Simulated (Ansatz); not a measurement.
# CH5AsSi: small, medium and large basis sets

One table from this session's results is given with a row withheld; the runs are named, their logs left out.

The runs use Ansatz 0.2.0, Gaussian basis; one geometry, several basis sets.

Plan: PBE0-D4/def2-SVP; ωB97M-V/def2-SVP; PBE0-D4/def2-QZVPP; ωB97M-V/def2-QZVPP; the functionals' def2-TZVPP values are taken from earlier runs.

**The geometry**

The geometry comes from an earlier relaxation with PBE0-D4 in a triple-zeta def2 set; it is a stationary point, not always the lowest conformer.

SMILES `C1[SiH2][AsH]1`, 8 atoms, charge 0, spin multiplicity 1.

Atoms are counted from 1 here; the program's logs count them from 0.

Bond lengths: C1–Si2 1.843 Å, C1–As3 2.046 Å, C1–H4 1.084 Å, C1–H5 1.086 Å, Si2–As3 2.317 Å, Si2–H6 1.480 Å, Si2–H7 1.479 Å, As3–H8 1.526 Å. Angles: Si2–C1–As3 72.9°, Si2–C1–H4 121.0°, Si2–C1–H5 118.1°, As3–C1–H4 114.8°, As3–C1–H5 110.5°, H4–C1–H5 112.8°, C1–Si2–As3 57.6°, C1–Si2–H6 117.5°, C1–Si2–H7 118.2°, As3–Si2–H6 118.8°, As3–Si2–H7 119.8°, H6–Si2–H7 113.8°, C1–As3–Si2 49.5°, C1–As3–H8 92.8°, Si2–As3–H8 89.3°.

Set-up of the first run:

Input file in.yaml:

```yaml
crystal:
  periodic: [false, false, false]
  atoms:
    - {symbol: C, position_ang: [-0.770289, 0.017894, -0.575993]}
    - {symbol: Si, position_ang: [0.707832, 0.663140, 0.315663]}
    - {symbol: As, position_ang: [-0.538107, -1.122687, 1.107201]}
    - {symbol: H, position_ang: [-0.667219, -0.524028, -1.509291]}
    - {symbol: H, position_ang: [-1.690682, 0.591835, -0.522289]}
    - {symbol: H, position_ang: [0.581297, 1.973921, 0.990481]}
    - {symbol: H, position_ang: [2.040832, 0.422339, -0.277138]}
    - {symbol: H, position_ang: [0.428436, -2.079414, 0.415567]}
basis:
  gaussian: {orbitals: def2-SVP}
hamiltonian: {xc: pbe0, dispersion: d4}
output: {orbitals: {seedname: orbitals}}
```

The run is started by

```
ansatz run in.yaml --threads 2 --pin off --events-out ev --progress --plain --max-ram 4352MiB
```

Among the steps run: PBE0-D4 in def2-SVP; ωB97M-V in def2-SVP; PBE0-D4 in def2-QZVPP; ωB97M-V in def2-QZVPP.

One table of the session follows, with a row left open; its other results are not shown here.

It belongs to the step «Functionals by basis». 

| functional | basis | HOMO (eV) | LUMO (eV) |
| --- | --- | --- | --- |
| PBE0-D4 | def2-SVP | -6.90 | -0.12 |
| PBE0-D4 | def2-TZVPP | -6.89 | -0.33 |
| PBE0-D4 | def2-QZVPP | -6.90 | -0.47 |
| ωB97M-V | def2-SVP | ? | ? |
| ωB97M-V | def2-TZVPP | -8.86 | 1.39 |
| ωB97M-V | def2-QZVPP | -8.88 | 1.05 |

Q: Estimate the row for ωB97M-V, def2-SVP from the others.

The run gave: HOMO (eV): -8.86; LUMO (eV): 1.76.
